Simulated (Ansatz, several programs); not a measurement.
NaLiCl2, ordered on the rocksalt lattice (R-3m) with 4 atoms a cell, relaxed with r2SCAN in Ansatz (plane waves, PAW): the symmetry is R-3m (No. 166, trigonal); conventional cell a = 3.783 Å, c = 18.743 Å, 19.36 Å³ an atom. Around Li lie 6 Cl at 2.61 Å; around Na lie 6 Cl at 2.76 Å; around Cl lie 3 Li at 2.61 Å and 3 Na at 2.76 Å. The cell was then scaled with its shape and fractional coordinates held, which makes it stiffer than a relaxed compression. Spin-unpolarised throughout. Whether this structure exists isn't addressed.

| V (Å³/atom) | E (meV/atom) |
| --- | --- |
| 18.198 | 7.24 |
| 18.779 | 1.64 |
| 19.360 | 0.00 |
| 20.522 | 6.26 |

(1) Pass a cubic E = c₀ + c₁u + c₂u² + c₃u³, with u = V − 19.215 Å³, through these points.

(2) Where is the minimum, and what bulk modulus follows?

(3) Predict the energy and the pressure at the withheld volume, 19.941 Å³.

## Answers

(1) c₀ = 0.07, c₁ = -1.232, c₂ = 5.215, c₃ = -0.4971 (meV and Å³).

(2) dE/du = 0 at u = +0.120, so V₀ = 19.34 Å³. B = V₀ d²E/dV² = 19.34 × (2c₂ + 6c₃u) = 19.34 × 10.072 = 195 meV/Å³, and 1 meV/Å³ is 0.16022 GPa: 31 GPa. A third-order Birch-Murnaghan fit to all five points gives 19.34 Å³ and 31 GPa.

(3) With u = +0.726: E ≈ 1.73 meV and P = −dE/dV ≈ -0.89 GPa. The run gives 1.71 meV and, from its stress, -0.89 GPa.
